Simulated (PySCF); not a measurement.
# GeH2Cl (SMILES [Cl][GeH2]) at UCCSDT/STO-3G

What is the vertical ionisation energy of GeH2Cl at UCCSDT/STO-3G? 

Program for the calculation: PySCF 2.14.0.

4 further runs of the same task are left out: 4 set aside as unsound or not needed.

## (1) The structure to begin with

GeH2Cl: 4 atoms, total charge 0, spin state doublet. SMILES: `[Cl][GeH2]`. Geometry: relaxed at PBE0-D4/def2-TZVP.

Bond lengths: Cl1–Ge2 2.156 Å, Ge2–H3 1.546 Å, Ge2–H4 1.546 Å. Angles: Cl1–Ge2–H3 106.8°, Cl1–Ge2–H4 106.8°, H3–Ge2–H4 112.3°.

## (2) The energy at UCCSDT/STO-3G

File calc.py:

```python
# [Cl][GeH2]
from pyscf import gto, scf, cc

mol = gto.M(
    atom='Cl -1.562900 0.305200 0.993500; Ge 0.106700 -0.451100 -0.141600; H 0.072700 0.259600 -1.514200; H 1.383400 -0.113700 0.662300',
    basis='sto-3g',
    max_memory=1860,
    spin=1,
    verbose=3,
)

calc0 = scf.UHF(mol)
calc0.conv_tol = 1e-10
calc0.kernel()
if not calc0.converged:
    calc0 = calc0.newton().run(calc0.mo_coeff, calc0.mo_occ)

mycc = cc.CCSDT(calc0, frozen=14)
mycc.kernel()
energy = mycc.e_tot
print(f'total energy: {energy:.8f} hartree')
```

Started as:

```
$ OMP_NUM_THREADS=1 python calc.py
```

Log:

```text
converged SCF energy = -2507.50633637417  <S^2> = 0.75158583  2S+1 = 2.0015852
_make_eris_incore_UCCSDT

WARN: A large `blksize_v_aaa` is being used, which may cause large memory consumption
      for storing contraction intermediates. If memory is sufficient, consider using
      `pyscf.cc.uccsdt_highm.UCCSDT` instead.

WARN: A large `blksize_v_aab` is being used, which may cause large memory consumption
      for storing contraction intermediates. If memory is sufficient, consider using
      `pyscf.cc.uccsdt_highm.UCCSDT` instead.

UCCSDT converged
E(UCCSDT) = -2507.556011506884   E_corr = -0.04967513271551749
E_corr(same-spin) = -0.00233615955751029
E_corr(oppo-spin) = -0.0473389731580072
total energy: -2507.55601151 hartree
```

Run time: 2.1 s. Hardware: 1 thread of Arm Neoverse V2, shared host; peak memory 0.11 GiB.

## (3) The singlet cation at the same level

File input.py:

```python
from pyscf import gto, cc

mol = gto.M(
    atom='''
Cl      -1.562900       0.305200       0.993500
Ge       0.106700      -0.451100      -0.141600
H        0.072700       0.259600      -1.514200
H        1.383400      -0.113700       0.662300
''',
    basis='sto-3g',
    max_memory=1860,
    verbose=3,
    charge=1,
)

calc0 = mol.RHF()
calc0.conv_tol = 1e-10
calc0.kernel()
if not calc0.converged:
    calc0 = calc0.newton().run(calc0.mo_coeff, calc0.mo_occ)

mycc = cc.CCSDT(calc0, frozen=14)
mycc.kernel()
e_tot = mycc.e_tot
print('E = %.10f Eh' % e_tot)
```

Started as:

```
$ OMP_NUM_THREADS=1 python input.py
```

Log:

```text
converged SCF energy = -2507.24659334954
_make_eris_incore_RCCSDT

WARN: A large `blksize` is being used, which may cause large memory consumption
      for storing contraction intermediates. If memory is sufficient, consider using
      `pyscf.cc.rccsdt_highm.RCCSDT` instead.

RCCSDT converged
E(RCCSDT) = -2507.320355235005   E_corr = -0.07376188546816591
E_corr(same-spin) = -0.00690895145449711
E_corr(oppo-spin) = -0.0668529340136688
E = -2507.3203552350 Eh
```

It took 1.6 s on 1 thread of Arm Neoverse V2, shared host; peak memory 0.12 GiB.

## (4) What came out

At UCCSDT/STO-3G, 14 core orbitals frozen:

| quantity | value |
| --- | --- |
| doublet GeH2Cl: total energy | -2507.55601 Eh |
| doublet GeH2Cl: dipole moment (Hartree–Fock density) | 3.22 D |
| doublet GeH2Cl: HOMO energy (Hartree–Fock orbitals) (highest over α and β) | -7.45 eV |
| doublet GeH2Cl: LUMO energy (Hartree–Fock orbitals) (lowest over α and β) | 3.96 eV |
| doublet GeH2Cl: correlation energy (14 core orbitals frozen) | -49.7 mEh |
| doublet GeH2Cl: ⟨S²⟩ of the reference determinant | 0.752 |
| doublet GeH2Cl: T1 diagnostic | 0.006 |
| singlet cation: total energy | -2507.32036 Eh |
| singlet cation: HOMO energy (Hartree–Fock orbitals) | -17.16 eV |
| singlet cation: LUMO energy (Hartree–Fock orbitals) | -6.50 eV |
| singlet cation: HOMO–LUMO gap (Hartree–Fock orbitals) | 10.66 eV |
| singlet cation: correlation energy (14 core orbitals frozen) | -73.8 mEh |
| singlet cation: T1 diagnostic | 0.024 |
| vertical ionisation energy (to the singlet cation) | 6.413 eV |

**Reading.** The vertical ionisation energy comes to 6.41 eV (148 kcal/mol). Only the singlet of the ionised species was computed; a triplet could lie lower. In a minimal basis such a difference can be off by several eV, whatever the method. The T1 diagnostic (singlet cation) of 0.024 is above the customary mark for such species, so a single reference may not serve. Mulliken charges (singlet cation) of the mean-field density run from -0.12 on Cl1 to +1.03 on Ge2.
